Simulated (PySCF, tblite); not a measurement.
# C₈H₁₂: a rotation path, then NMR shifts on frames, part 1 of 2

Aim: move C₈H₁₂ (`C=CC(=C=CC)CC`) away from its starting geometry and see how NMR shifts follow the geometry.

Computed with tblite 0.8.0 and PySCF 2.14.0, with density-fitted response routines of our own, on a single molecule in the gas phase. Atoms count from 0, in the outputs and in this text.

### Step 1. The starting structure

20 atoms, charge 0, multiplicity 1; geometry from: GFN2-xTB.

Bonds of the start (Å): C0–C1 1.33, C1–C2 1.46, C2–C3 1.31, C3–C4 1.30, C4–C5 1.50, C2–C6 1.51, C6–C7 1.53, C0–H8 1.08, C0–H9 1.08, C1–H10 1.08, C4–H11 1.08, C5–H12 1.09, C5–H13 1.09, C5–H14 1.09, C6–H15 1.09, C6–H16 1.09, C7–H17 1.09, C7–H18 1.09, C7–H19 1.09.

### Step 2. The rotation path with GFN2-xTB

Job settings and geometry (Å):

```
{"job": {"kind": "neb", "xc": "GFN2-xTB", "basis": "xTB", "atoms": [1, 2, 6, 7], "turn": 120}, "charge": 0, "multiplicity": 1}
C     -2.147716     1.859040    -0.479745
C     -0.879344     1.495873    -0.632266
C     -0.133457     0.583840     0.225827
C      1.128944     0.339662    -0.031690
C      2.370527     0.077153    -0.292380
C      2.830559    -1.044448    -1.177646
C     -0.814493    -0.092813     1.392390
C     -1.641534    -1.290149     0.925410
H     -2.615563     2.544202    -1.166250
H     -2.769293     1.500437     0.322711
H     -0.307580     1.898198    -1.459848
H      3.158642     0.686514     0.136429
H      3.477336    -1.720048    -0.618272
H      1.982361    -1.604208    -1.563512
H      3.403566    -0.646742    -2.014919
H     -1.457630     0.625593     1.903259
H     -0.057332    -0.433590     2.101590
H     -0.996930    -2.030637     0.456720
H     -2.146221    -1.755743     1.769571
H     -2.389993    -0.981458     0.199586
```

Level: GFN2-xTB climbing-image nudged elastic band, gas phase.

Run with:

```sh
$ OMP_NUM_THREADS=1 python probes_run.py task.json out
```

One launch serves the whole session: the jobs run in the order shown.

Output:

```text
image   E - E0 / eV
  0       0.0000
  1       0.0171
  2       0.0399
  3       0.0537
  4       0.0523
  5       0.0375
  6       0.0164
  7      -0.0008
  8      -0.0134
```

Run time: 7.7 s. Hardware: 1 thread of Intel Xeon at 2.50GHz, shared host; peak memory 0.18 GiB.

The final band, with the dihedral C1–C2–C6–C7:

```
image  dihedral (°)  energy (eV)  energy (kcal/mol)
    0            79        0.000                0.0
    1            93        0.017                0.4
    2           105        0.040                0.9
    3           118        0.054                1.2
    4           131        0.052                1.2
    5           144        0.037                0.9
    6           157        0.016                0.4
    7           169       -0.001                0.0
    8           180       -0.013               -0.3
```

### Step 3. Shielding tensors: image 0, PBE0/pcSseg-1

Job settings and geometry (Å):

```
{"job": {"kind": "nmr", "xc": "PBE0", "basis": "pcSseg-1", "pop": false}, "charge": 0, "multiplicity": 1}
C     -2.147700     1.859000    -0.479700
C     -0.879300     1.495900    -0.632300
C     -0.133500     0.583800     0.225800
C      1.128900     0.339700    -0.031700
C      2.370500     0.077200    -0.292400
C      2.830600    -1.044400    -1.177600
C     -0.814500    -0.092800     1.392400
C     -1.641500    -1.290100     0.925400
H     -2.615600     2.544200    -1.166200
H     -2.769300     1.500400     0.322700
H     -0.307600     1.898200    -1.459800
H      3.158600     0.686500     0.136400
H      3.477300    -1.720000    -0.618300
H      1.982400    -1.604200    -1.563500
H      3.403600    -0.646700    -2.014900
H     -1.457600     0.625600     1.903300
H     -0.057300    -0.433600     2.101600
H     -0.996900    -2.030600     0.456700
H     -2.146200    -1.755700     1.769600
H     -2.390000    -0.981500     0.199600
```

With the program's defaults for keys left out, this is: GIAO PBE0/pcSseg-1 NMR shielding, non-relativistic, gas phase.

Output:

```text
coarse grid: 16128 points
cycle   1  E = -311.4711616286  dE =  9.166e-01  |g| = 4.255e-01  |ddm| = 4.110e+00
cycle   2  E = -311.4756770753  dE = -4.515e-03  |g| = 4.218e-01  |ddm| = 8.526e-01
cycle   3  E = -311.5228017410  dE = -4.712e-02  |g| = 3.854e-02  |ddm| = 4.123e-01
cycle   4  E = -311.5229505556  dE = -1.488e-04  |g| = 2.901e-02  |ddm| = 7.191e-02
cycle   5  E = -311.5231629038  dE = -2.123e-04  |g| = 8.378e-03  |ddm| = 3.453e-02
cycle   6  E = -311.5231802730  dE = -1.737e-05  |g| = 1.821e-03  |ddm| = 9.436e-03
cycle   7  E = -311.5231810610  dE = -7.880e-07  |g| = 3.391e-04  |ddm| = 2.076e-03
final grid: 154128 points
cycle   8  E = -311.5735331682  dE = -4.461e-05  |g| = 8.659e-03  |ddm| = 4.713e-02
cycle   9  E = -311.5735306248  dE =  2.543e-06  |g| = 9.324e-03  |ddm| = 1.671e-02
cycle  10  E = -311.5735527400  dE = -2.212e-05  |g| = 1.252e-03  |ddm| = 8.818e-03
cycle  11  E = -311.5735531231  dE = -3.831e-07  |g| = 3.053e-04  |ddm| = 1.486e-03
cycle  12  E = -311.5735531450  dE = -2.194e-08  |g| = 9.000e-05  |ddm| = 3.497e-04
cycle  13  E = -311.5735531469  dE = -1.924e-09  |g| = 2.679e-05  |ddm| = 1.037e-04
cycle  14  E = -311.5735531471  dE = -1.638e-10  |g| = 9.578e-06  |ddm| = 3.256e-05
converged SCF energy = -311.5735531471

GIAO shielding tensors (ppm)
atom      isotropic    diamagn.    paramagn.     s11        s22        s33       span
  0 C       70.060     255.615    -185.555    -36.083     74.127    172.135    208.217
  1 C       44.390     251.234    -206.844    -71.231     53.942    150.459    221.690
  2 C       74.452     263.741    -189.289     -0.266     68.549    155.072    155.338
  3 C      -35.165     260.619    -295.784    -59.952    -38.776     -6.768     53.184
  4 C       96.062     263.601    -167.539     13.978    111.815    162.394    148.416
  5 C      168.404     249.532     -81.127    160.514    160.952    183.748     23.234
  6 C      159.459     246.691     -87.232    149.133    159.672    169.572     20.439
  7 C      169.582     248.424     -78.842    153.126    169.265    186.354     33.228
  8 H       26.383      28.744      -2.362     24.238     25.176     29.735      5.497
  9 H       26.405      33.060      -6.655     23.450     24.948     30.817      7.367
 10 H       25.194      32.594      -7.400     22.988     24.140     28.455      5.466
 11 H       26.224      31.745      -5.521     23.084     27.659     27.930      4.847
 12 H       29.846      28.914       0.932     25.969     27.528     36.042     10.073
 13 H       29.997      31.938      -1.941     26.218     29.692     34.082      7.864
 14 H       29.824      28.583       1.241     25.737     27.526     36.208     10.471
 15 H       29.336      32.045      -2.709     26.243     27.669     34.097      7.854
 16 H       29.491      32.024      -2.534     25.131     28.402     34.939      9.808
 17 H       30.769      31.598      -0.829     26.450     29.654     36.203      9.752
 18 H       30.581      29.093       1.488     26.407     27.468     37.869     11.462
 19 H       30.216      31.621      -1.404     25.457     30.312     34.880      9.423
```

Run time: 71 s. Hardware: 1 thread of Intel Xeon at 2.50GHz, shared host; peak memory 0.87 GiB.

The references, computed at this level on geometries of the same kind, shield at (ppm): ¹H TMS 31.72, ¹³C TMS 186.9. Their shielding less the atom's gives the shift. The references are single molecules in the gas phase. Each atom is listed at this fixed geometry, with no averaging over motion; a spectrum would average atoms that exchange fast.

```
atoms                                              environment  σ (ppm)  δ (ppm)
   C3                              central carbon of an allene    -35.2    222.1
   C1                                                alkene CH     44.4    142.5
   C0                                     terminal =CH2 carbon     70.1    116.9
   C2                terminal carbon of a cumulated C=C=C unit     74.5    112.5
   C4                terminal carbon of a cumulated C=C=C unit     96.1     90.9
   C6                                          allylic sp3 CH2    159.5     27.5
   C5                                    allylic methyl carbon    168.4     18.5
   C7                                            methyl carbon    169.6     17.3
  H10                                 hydrogen on an alkene CH    25.19     6.52
  H11  hydrogen on a terminal carbon of a cumulated C=C=C unit    26.22     5.49
   H8                       hydrogen on a terminal =CH2 carbon    26.38     5.33
   H9                       hydrogen on a terminal =CH2 carbon    26.41     5.31
  H15                           hydrogen on an allylic sp3 CH2    29.34     2.38
  H16                           hydrogen on an allylic sp3 CH2    29.49     2.23
  H14                     hydrogen on an allylic methyl carbon    29.82     1.89
  H12                     hydrogen on an allylic methyl carbon    29.85     1.87
  H13                     hydrogen on an allylic methyl carbon    30.00     1.72
  H19                              hydrogen on a methyl carbon    30.22     1.50
  H18                              hydrogen on a methyl carbon    30.58     1.14
  H17                              hydrogen on a methyl carbon    30.77     0.95
```

### Step 4. Shielding tensors: image 1, PBE0/pcSseg-1

Job settings and geometry (Å):

```
{"job": {"kind": "nmr", "xc": "PBE0", "basis": "pcSseg-1", "pop": false}, "charge": 0, "multiplicity": 1}
C     -2.126800     1.980400    -0.481300
C     -0.872500     1.564400    -0.617800
C     -0.176200     0.609400     0.235100
C      1.074800     0.311500    -0.026500
C      2.311400     0.030000    -0.292000
C      2.765100    -1.075100    -1.201900
C     -0.890900    -0.058200     1.386700
C     -1.491600    -1.393600     0.947500
H     -2.549600     2.704600    -1.156500
H     -2.782600     1.629100     0.296600
H     -0.270800     1.954300    -1.429900
H      3.108300     0.616600     0.153100
H      3.389600    -1.779300    -0.651400
H      1.914500    -1.607700    -1.619400
H      3.359800    -0.663400    -2.017600
H     -1.674400     0.599300     1.762700
H     -0.180800    -0.229400     2.198300
H     -0.704100    -2.060400     0.603000
H     -2.010500    -1.871300     1.775800
H     -2.197600    -1.250400     0.132500
```

Level: GIAO PBE0/pcSseg-1 NMR shielding, non-relativistic, gas phase.

Output:

```text
coarse grid: 16128 points
cycle   1  E = -311.4712037985  dE =  9.132e-01  |g| = 4.249e-01  |ddm| = 4.111e+00
cycle   2  E = -311.4757337214  dE = -4.530e-03  |g| = 4.212e-01  |ddm| = 8.478e-01
cycle   3  E = -311.5227863892  dE = -4.705e-02  |g| = 3.763e-02  |ddm| = 4.121e-01
cycle   4  E = -311.5229324819  dE = -1.461e-04  |g| = 2.806e-02  |ddm| = 6.839e-02
cycle   5  E = -311.5231295082  dE = -1.970e-04  |g| = 8.404e-03  |ddm| = 3.346e-02
cycle   6  E = -311.5231471266  dE = -1.762e-05  |g| = 1.854e-03  |ddm| = 9.891e-03
cycle   7  E = -311.5231479472  dE = -8.206e-07  |g| = 3.527e-04  |ddm| = 2.183e-03
final grid: 154128 points
cycle   8  E = -311.5728946758  dE = -4.144e-05  |g| = 8.404e-03  |ddm| = 4.644e-02
cycle   9  E = -311.5728921814  dE =  2.494e-06  |g| = 9.073e-03  |ddm| = 1.598e-02
cycle  10  E = -311.5729132151  dE = -2.103e-05  |g| = 1.164e-03  |ddm| = 8.661e-03
cycle  11  E = -311.5729135445  dE = -3.294e-07  |g| = 2.789e-04  |ddm| = 1.303e-03
cycle  12  E = -311.5729135624  dE = -1.786e-08  |g| = 8.680e-05  |ddm| = 3.417e-04
cycle  13  E = -311.5729135642  dE = -1.840e-09  |g| = 2.453e-05  |ddm| = 1.050e-04
cycle  14  E = -311.5729135644  dE = -1.434e-10  |g| = 8.159e-06  |ddm| = 3.038e-05
converged SCF energy = -311.5729135644

GIAO shielding tensors (ppm)
atom      isotropic    diamagn.    paramagn.     s11        s22        s33       span
  0 C       71.093     255.431    -184.338    -34.959     75.572    172.665    207.624
  1 C       43.943     251.218    -207.274    -70.887     53.258    149.459    220.347
  2 C       73.278     262.943    -189.665     -1.395     66.783    154.446    155.841
  3 C      -36.029     260.945    -296.974    -58.613    -39.381    -10.094     48.519
  4 C       94.977     263.156    -168.180     11.320    111.521    162.089    150.769
  5 C      168.577     249.482     -80.905    160.607    161.384    183.741     23.133
  6 C      161.945     247.129     -85.184    151.465    163.504    170.866     19.402
  7 C      168.213     248.295     -80.082    149.924    168.821    185.895     35.971
  8 H       26.415      28.700      -2.285     24.287     25.148     29.811      5.525
  9 H       26.355      33.107      -6.753     23.548     24.760     30.756      7.208
 10 H       25.197      32.555      -7.358     22.966     24.101     28.524      5.558
 11 H       26.152      31.806      -5.654     23.019     27.649     27.787      4.769
 12 H       29.825      28.892       0.933     25.927     27.542     36.005     10.079
 13 H       29.988      31.879      -1.891     26.249     29.655     34.061      7.812
 14 H       29.835      28.564       1.270     25.738     27.529     36.237     10.499
 15 H       29.464      32.647      -3.182     25.668     28.308     34.416      8.749
 16 H       29.532      31.679      -2.147     25.233     28.139     35.224      9.991
 17 H       30.734      31.739      -1.004     26.254     29.873     36.076      9.822
 18 H       30.562      29.086       1.476     26.238     27.489     37.959     11.721
 19 H       30.395      31.383      -0.988     26.286     29.686     35.214      8.927
```

Run time: 73 s. Hardware: 1 thread of Intel Xeon at 2.50GHz, shared host; peak memory 0.86 GiB.

Key values: δ C3 223.0, C1 143.0, C0 115.8, C2 113.6, H10 6.52, H11 5.57 ppm.

(Continued in part 2 of 2.)
